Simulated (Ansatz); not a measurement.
# C2H6GaIn: small, medium and large basis sets

An exercise on one series of results from a longer session: the logs are not shown, and one member is left open.

Method: one geometry, several basis sets; program: Ansatz 0.2.0, Gaussian basis.

Levels to be run: PBE0-D4/def2-SVP; ωB97M-V/def2-SVP; PBE0-D4/def2-QZVPP; ωB97M-V/def2-QZVPP; the functionals' def2-TZVPP values are taken from earlier runs.

### Structure used throughout

The geometry comes from an earlier relaxation with PBE0-D4 in a triple-zeta def2 set; it is a stationary point, not always the lowest conformer. In takes the def2 core potential; no spin-orbit term is included.

SMILES `C=[C]([GaH2])[InH2]`, 10 atoms, charge 0, spin multiplicity 1.

Atoms are counted from 1 here; the program's logs count them from 0.

Bond lengths: C1–C2 1.343 Å, C1–H5 1.093 Å, C1–H6 1.094 Å, C2–Ga3 1.956 Å, C2–In4 2.148 Å, Ga3–H7 1.572 Å, Ga3–H8 1.577 Å, In4–H9 1.724 Å, In4–H10 1.733 Å. Angles: C2–C1–H5 123.4°, C2–C1–H6 122.5°, H5–C1–H6 114.1°, C1–C2–Ga3 116.5°, C1–C2–In4 116.8°, Ga3–C2–In4 126.8°, C2–Ga3–H7 121.6°, C2–Ga3–H8 117.3°, H7–Ga3–H8 121.1°, C2–In4–H9 122.2°, C2–In4–H10 115.5°, H9–In4–H10 122.3°.

Set-up of the first run:

File in.yaml:

```yaml
crystal:
  periodic: [false, false, false]
  atoms:
    - {symbol: C, position_ang: [-0.550222, 0.544086, -1.288701]}
    - {symbol: C, position_ang: [-0.053018, 0.009446, -0.161963]}
    - {symbol: Ga, position_ang: [0.442881, -1.881600, -0.238532]}
    - {symbol: In, position_ang: [0.116432, 1.315279, 1.535598]}
    - {symbol: H, position_ang: [-0.862493, 1.587839, -1.371656]}
    - {symbol: H, position_ang: [-0.677667, -0.035405, -2.207371]}
    - {symbol: H, position_ang: [1.039072, -2.627884, 1.009363]}
    - {symbol: H, position_ang: [0.220553, -2.633604, -1.606388]}
    - {symbol: H, position_ang: [0.734223, 0.776018, 3.052529]}
    - {symbol: H, position_ang: [-0.409772, 2.945816, 1.277131]}
basis:
  gaussian: {orbitals: def2-SVP}
hamiltonian: {xc: pbe0, dispersion: d4}
output: {orbitals: {seedname: orbitals}}
```

Launch:

```bash
> ansatz run in.yaml --threads 2 --pin off --events-out ev --progress --plain --max-ram 4352MiB
```

Steps of the session up to this table: PBE0-D4 in def2-SVP; ωB97M-V in def2-SVP; PBE0-D4 in def2-QZVPP; ωB97M-V in def2-QZVPP.

One table of the session follows, with a row left open; its other results are not shown here.

It belongs to the step «Density functionals: the series». 

```
functional       basis  HOMO (eV)  LUMO (eV)
   PBE0-D4    def2-SVP          ?          ?
   PBE0-D4  def2-TZVPP      -6.83      -2.06
   PBE0-D4  def2-QZVPP      -6.84      -2.08
   ωB97M-V    def2-SVP      -8.87      -0.27
   ωB97M-V  def2-TZVPP      -8.90      -0.42
   ωB97M-V  def2-QZVPP      -8.91      -0.47
```

**Question.** Estimate the row for PBE0-D4, def2-SVP.

**Answer.** HOMO (eV): -6.83; LUMO (eV): -2.00.
